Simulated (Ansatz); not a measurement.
AlPt3C, space group Pm-3m: a test of the smearing width, run with Ansatz 0.2.0 through its Python package.

Contents of `alpt3c.cif`:
```cif
data_AlPt3C
_cell_length_a 4.185150
_cell_length_b 4.185150
_cell_length_c 4.185150
_cell_angle_alpha 90.00000
_cell_angle_beta 90.00000
_cell_angle_gamma 90.00000
_symmetry_space_group_name_H-M 'P 1'
_symmetry_Int_Tables_number 1
loop_
_symmetry_equiv_pos_as_xyz
'x, y, z'
loop_
_atom_site_label
_atom_site_type_symbol
_atom_site_fract_x
_atom_site_fract_y
_atom_site_fract_z
Al1 Al    0.000000    0.000000    0.000000
Pt2 Pt    0.000000    0.500000    0.500000
Pt3 Pt    0.500000    0.000000    0.500000
Pt4 Pt    0.500000    0.500000    0.000000
C5 C    0.500000    0.500000    0.500000
```

`smear_alpt3c.py`:
```python
'''Smearing width test for AlPt3C.'''

import ansatz as az
from ase.io import read


def main() -> None:
    atoms = read('alpt3c.cif')
    xtal = az.Crystal.from_ase(atoms)

    calc = xtal.calculation().kpoints(6)

    rows = []
    for value in [0.5, 0.3, 0.2, 0.1]:
        summary = calc.occupations('cold', width=value).run(threads=1).report
        rows.append((value, summary['free_energy_ev'] / len(summary['lattice']['sites']), summary['n_iterations'], summary['n_kpoints']))

    print('  width (eV)   F/atom (eV)    iterations      k-points')
    for row in rows:
        print(f'{str(row[0]):>12s}  {row[1]:12.5f}  {row[2]:12d}  {row[3]:12d}')

    # the last row is the reference
    for row in rows[:-1]:
        shift = 1000 * (row[1] - rows[-1][1])
        print(f'{row[0]}: {shift:+.2f} meV/atom' + ('  (within 5 meV)' if abs(shift) < 5 else ''))


if __name__ == '__main__':
    main()
```

How much does the free energy per atom change between the narrowest and the widest smearing, and why?

Going from 0.1 to 0.5 eV changes F by +4.4 meV an atom. This scheme is built to cancel the term in the square of the width, so the shifts stay small and are partly the mesh's error.

The output:

`python smear_alpt3c.py` gives:
```text
DeckWarning: basis.ecutwfc = 420 eV, auto-derived from the records' recommended cutoffs: set by Al (normal level)
  width (eV)   F/atom (eV)    iterations      k-points
         0.5   -7671.28631             6            20
         0.3   -7671.28936             6            20
         0.2   -7671.29119             6            20
         0.1   -7671.29076             6            20
0.5: +4.45 meV/atom  (within 5 meV)
0.3: +1.40 meV/atom  (within 5 meV)
0.2: -0.43 meV/atom  (within 5 meV)
```
(Warnings from the package without file and line.)

Notes:
- The run is spin-unpolarised.
- The mesh is modest for a metal, so energies can be off by several to tens of meV an atom and pressures by half a GPa or more; differences at equal mesh fare better.
- The narrowest width needs the finest mesh, so the last row is no converged reference.
- Spin-orbit coupling, which matters for elements this heavy, is left out.
- No functional is typed, so the default, PBE, holds.
- This cell is a computed structure, which may not be the phase found in nature.
- Finished in 6.1 s on 1 thread of Intel(R) Xeon(R) Processor @ 2.30GHz (shared host), peak memory 0.58 GiB.
